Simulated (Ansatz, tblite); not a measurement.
# C₁₉H₁₅Br: a ladder of methods and basis sets

How do method and basis change the picture of C₁₉H₁₅Br (singlet)?

The runs use Ansatz 0.2.0, Gaussian basis; as each input shows.

Plan: GFN1-xTB, GFN2-xTB, PBE-D4/def2-TZVP, r2SCAN-D4/def2-TZVP, B2PLYP/def2-TZVP, BHLYP-D4/def2-TZVP, r2SCAN0-D4/def2-TZVP, PBE+5HF/def2-SVP, PBE+10HF/def2-SVP, PBE+15HF/def2-SVP, PBE+35HF/def2-SVP, PBE+50HF/def2-SVP, PBE-D4/def2-SVP, PBE0-D4/def2-SVP, HF/STO-3G, MP2/def2-SVP, RPA/def2-SVP.

## (1) The structure

The geometry is that of the singlet, from an earlier relaxation (r2SCAN-D4/def2-SVP).

SMILES `[Br-].c1ccc([C+](c2ccccc2)c2ccccc2)cc1`, 35 atoms, charge 0, spin multiplicity 1.

Bond lengths: Br1–C6 2.064 Å, C2–C3 1.395 Å, C2–C20 1.401 Å, C2–H21 1.094 Å, C3–C4 1.400 Å, C3–H22 1.094 Å, C4–C5 1.403 Å, C4–H23 1.092 Å, C5–C6 1.523 Å, C5–C19 1.407 Å, C6–C7 1.523 Å, C6–C13 1.523 Å, C7–C8 1.407 Å, C7–C12 1.404 Å, C8–C9 1.394 Å, C8–H24 1.094 Å, C9–C10 1.401 Å, C9–H25 1.094 Å and more. Angles: C3–C2–C20 119.4°, C3–C2–H21 120.3°, C20–C2–H21 120.3°, C2–C3–C4 120.4°, C2–C3–H22 120.2°, C4–C3–H22 119.4°, C3–C4–C5 120.6°, C3–C4–H23 119.4°, C5–C4–H23 120.0°, C4–C5–C6 121.1°, C4–C5–C19 118.5°, C6–C5–C19 120.2°, Br1–C6–C5 106.0°, Br1–C6–C7 106.1°, Br1–C6–C13 106.2°, C5–C6–C7 112.7°, C5–C6–C13 112.6°, C7–C6–C13 112.6° and more.

PBE0-D4/def2-TZVP was run before; its log isn't repeated, and its numbers join the tables.

## (2) GFN1-xTB

Tight binding, by tblite at 300 K electronic temperature and without a spin-polarisation term:

```python
tblite.interface.Calculator('GFN1-xTB', numbers, positions, charge=0, uhf=0).singlepoint()
```

Energy -1417.5056 eV, HOMO -11.48 eV, LUMO -7.87 eV; 0.066 s.

## (3) GFN2-xTB

Tight binding, by tblite at 300 K electronic temperature and without a spin-polarisation term:

```python
tblite.interface.Calculator('GFN2-xTB', numbers, positions, charge=0, uhf=0).singlepoint()
```

Energy -1425.3888 eV, HOMO -10.66 eV, LUMO -7.17 eV; 0.057 s.

## (4) PBE-D4/def2-TZVP

start.molden holds the orbitals of an earlier run on this state, given as this run's starting guess.

File in.yaml:

```yaml
crystal:
  periodic: [false, false, false]
  atoms:
    - {symbol: Br, position_ang: [1.756259, 1.350437, -1.871745]}
    - {symbol: C, position_ang: [2.910820, -0.844196, 2.858754]}
    - {symbol: C, position_ang: [1.709122, -0.164964, 3.061057]}
    - {symbol: C, position_ang: [0.944922, 0.263529, 1.968637]}
    - {symbol: C, position_ang: [1.374810, 0.017328, 0.655726]}
    - {symbol: C, position_ang: [0.506416, 0.389519, -0.538902]}
    - {symbol: C, position_ang: [-0.584419, 1.391880, -0.183814]}
    - {symbol: C, position_ang: [-0.247059, 2.692824, 0.232103]}
    - {symbol: C, position_ang: [-1.232362, 3.589876, 0.640677]}
    - {symbol: C, position_ang: [-2.579036, 3.205125, 0.647161]}
    - {symbol: C, position_ang: [-2.923963, 1.913508, 0.248010]}
    - {symbol: C, position_ang: [-1.935383, 1.011935, -0.164673]}
    - {symbol: C, position_ang: [-0.037369, -0.830875, -1.270965]}
    - {symbol: C, position_ang: [-0.608230, -0.696920, -2.549679]}
    - {symbol: C, position_ang: [-1.189403, -1.789859, -3.190121]}
    - {symbol: C, position_ang: [-1.217972, -3.042311, -2.564004]}
    - {symbol: C, position_ang: [-0.665092, -3.184086, -1.290871]}
    - {symbol: C, position_ang: [-0.078769, -2.087521, -0.647263]}
    - {symbol: C, position_ang: [2.583047, -0.677586, 0.463670]}
    - {symbol: C, position_ang: [3.343323, -1.101926, 1.551671]}
    - {symbol: H, position_ang: [3.509826, -1.173165, 3.713254]}
    - {symbol: H, position_ang: [1.357091, 0.040088, 4.076560]}
    - {symbol: H, position_ang: [0.000941, 0.784319, 2.144885]}
    - {symbol: H, position_ang: [0.802100, 3.001038, 0.222613]}
    - {symbol: H, position_ang: [-0.947660, 4.599628, 0.951577]}
    - {symbol: H, position_ang: [-3.353288, 3.910874, 0.962894]}
    - {symbol: H, position_ang: [-3.971595, 1.597737, 0.251181]}
    - {symbol: H, position_ang: [-2.221991, 0.001533, -0.465149]}
    - {symbol: H, position_ang: [-0.584253, 0.277223, -3.045821]}
    - {symbol: H, position_ang: [-1.619549, -1.664437, -4.188386]}
    - {symbol: H, position_ang: [-1.670084, -3.901446, -3.068627]}
    - {symbol: H, position_ang: [-0.683331, -4.155638, -0.787882]}
    - {symbol: H, position_ang: [0.340178, -2.213341, 0.353783]}
    - {symbol: H, position_ang: [2.928279, -0.876161, -0.554784]}
    - {symbol: H, position_ang: [4.283674, -1.633940, 1.378472]}
basis:
  gaussian: {orbitals: def2-TZVP, fitting: {mean_field: def2-universal-jkfit}, initial_orbitals: start.molden}
hamiltonian: {xc: pbe, dispersion: d4}
scf: {omitted_lower_state_checks: [starts]}
output: {orbitals: {seedname: orbitals}}
```

Launch:

```
$ ansatz run in.yaml --threads 2 --pin off --events-out ev --progress --plain --max-ram 32768MiB --backend cuda --devices 0, --max-vram 18GiB
```

The runs that follow: r2SCAN-D4/def2-TZVP; B2PLYP/def2-TZVP; BHLYP-D4/def2-TZVP; r2SCAN0-D4/def2-TZVP; PBE+5HF/def2-SVP; PBE+10HF/def2-SVP; PBE+15HF/def2-SVP; PBE+35HF/def2-SVP; PBE+50HF/def2-SVP; PBE-D4/def2-SVP; PBE0-D4/def2-SVP; HF/STO-3G; MP2/def2-SVP; RPA/def2-SVP.

Q: Predict the results of all the runs planned. Wanted: gap in def2-TZVP, named functionals, smallest and largest; gap over the share of exact exchange; correlation energy, MP2/def2-SVP; binding an atom, functionals in def2-TZVP; PBE0 total energy, smallest basis above largest.

The runs gave:

| quantity | value |
| --- | --- |
| gap in def2-TZVP, named functionals, smallest and largest | 3.66 eV (PBE-D4), 7.26 eV (BHLYP-D4) |
| gap over the share of exact exchange | 3.67 eV at 0, 7.39 eV at 0.5 |
| correlation energy, MP2/def2-SVP | -74.22 eV |
| binding an atom, functionals in def2-TZVP | 4.95 (BHLYP-D4) to 5.32 eV (PBE-D4) |
| PBE0 total energy, smallest basis above largest | 29.03 eV (def2-SVP, def2-TZVP) |

In words: Orbital gaps of the named functionals in def2-TZVP span 3.66 eV (PBE-D4) to 7.26 eV (BHLYP-D4); exact exchange widens it. Raising the share of exact exchange from 0 to 0.5 moves the HOMO by -2.07 eV and the LUMO by +1.65 eV.
